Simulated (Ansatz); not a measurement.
A nudged elastic band was laid between two geometries of a periodic cell of 31 atoms, Al (host Al, host structure fcc, one Al atom removed).

All numbers below come from Ansatz, DFT PBE, scalar-relativistic, plane waves, PAW. Settings: PAW set soft_1, cutoff 420 eV, k mesh 3x3x3, fermi-dirac smearing 0.15 eV, no spin polarisation.

```json
{
 "movable images": "1",
 "climbing image": "yes",
 "spring": "5.0 eV/Å²",
 "optimiser": "quadratic models (default)",
 "start path": "default",
 "force threshold": "0.05 eV/Å",
 "iteration limit": "50",
 "end points": "relaxed"
}
```

Image 0:

```xyz
31
Lattice="8.1000 0.0000 0.0000 0.0000 8.1000 0.0000 0.0000 0.0000 8.1000" Properties=species:S:1:pos:R:3
Al 4.049 0.016 0.016
Al 6.052 2.020 0.017
Al 6.053 0.016 2.020
Al -0.001 -0.010 -0.010
Al 2.046 2.020 0.017
Al 4.049 4.024 0.016
Al 6.078 6.070 -0.010
Al 2.045 0.015 2.020
Al 6.053 4.025 2.020
Al 4.049 0.016 4.023
Al 6.053 2.021 4.023
Al 6.079 -0.007 6.069
Al -0.001 4.049 -0.010
Al 2.019 6.069 -0.009
Al 0.000 2.019 2.019
Al 2.045 4.023 2.021
Al 4.048 6.070 2.020
Al -0.001 -0.010 4.049
Al 2.047 2.020 4.024
Al 4.050 4.024 4.024
Al 6.079 6.071 4.050
Al 2.018 -0.010 6.070
Al 4.048 2.020 6.070
Al 6.078 4.050 6.070
Al -0.001 6.069 2.020
Al -0.001 4.049 4.050
Al 2.019 6.070 4.050
Al 0.000 2.020 6.070
Al 2.020 4.050 6.070
Al 4.049 6.071 6.070
Al -0.002 6.069 6.070
```

Image 2:

```xyz
31
Lattice="8.1000 0.0000 0.0000 0.0000 8.1000 0.0000 0.0000 0.0000 8.1000" Properties=species:S:1:pos:R:3
Al 4.057 0.000 -0.007
Al 6.075 2.018 -0.007
Al 6.075 0.000 2.025
Al -0.007 0.000 -0.007
Al 2.025 2.051 0.026
Al 4.024 4.050 0.026
Al 6.075 6.082 -0.007
Al 2.025 0.000 2.025
Al 6.075 4.050 2.025
Al 4.057 0.000 4.057
Al 6.075 2.018 4.057
Al 6.075 0.000 6.075
Al 0.026 4.050 0.026
Al 2.025 6.049 0.026
Al 0.026 2.051 2.025
Al 4.024 2.051 2.025
Al 4.024 6.049 2.025
Al -0.007 0.000 4.057
Al 2.025 2.051 4.024
Al 4.024 4.050 4.024
Al 6.075 6.082 4.057
Al 2.025 0.000 6.075
Al 4.057 2.018 6.075
Al 6.075 4.050 6.075
Al 0.026 6.049 2.025
Al 0.026 4.050 4.024
Al 2.025 6.049 4.024
Al -0.007 2.018 6.075
Al 2.025 4.050 6.075
Al 4.057 6.082 6.075
Al -0.007 6.082 6.075
```

Question: What changes between the two ends?

Answer: The atom that moves furthest is Al16, by 2.79 Å; four of its nearest neighbours are Al19 2.83, Al5 2.83, Al20 2.83, Al6 2.83 Å at the first end and Al20 2.83, Al5 2.83, Al6 2.83, Al19 2.83 Å at the last.

Question: Give the energies along the band, and the barrier.

Answer: The forces met the threshold. The highest image is number 1 of 0 to 2, 0.63 eV above the ends, which have the same energy within 2 meV. The order of the stationary point at the top wasn't checked. So few images can step over the top or miss a turn of the path. Limits of this set-up: coarse k mesh, a small cell, in which the defect meets its images.

```
image  path coordinate (Å)  energy (eV)
    0                 0.00         0.00
    1                 1.44         0.63
    2                 2.89         0.00
```

Question: What is the geometry of the highest image?

Answer: 
```xyz
31
Lattice="8.1000 0.0000 0.0000 0.0000 8.1000 0.0000 0.0000 0.0000 8.1000" Properties=species:S:1:pos:R:3
Al 4.057 0.026 0.039
Al 6.045 2.015 0.039
Al 6.059 0.013 2.023
Al -0.009 -0.011 -0.002
Al 1.978 1.976 -0.148
Al 4.096 4.094 -0.148
Al 6.083 6.081 -0.002
Al 2.063 0.059 2.023
Al 6.013 4.009 2.023
Al 4.057 0.026 4.006
Al 6.045 2.015 4.006
Al 6.076 -0.004 6.073
Al 0.029 4.055 0.039
Al 2.017 6.043 0.039
Al 0.061 2.061 2.023
Al 3.036 3.035 2.023
Al 4.011 6.011 2.023
Al -0.009 -0.011 4.047
Al 1.978 1.976 4.193
Al 4.096 4.094 4.193
Al 6.083 6.081 4.047
Al 2.015 -0.075 6.073
Al 4.074 1.998 6.073
Al 6.147 4.057 6.073
Al 0.015 6.057 2.023
Al 0.029 4.055 4.006
Al 2.017 6.043 4.006
Al -0.073 2.013 6.073
Al 2.000 4.072 6.072
Al 4.059 6.145 6.073
Al -0.002 6.074 6.073
```

The band took 4 iterations and about 6 core-minutes.

Run time: 93 s on 4 threads of Arm Neoverse V2, with other jobs on the host, peak memory 1.8 GiB.
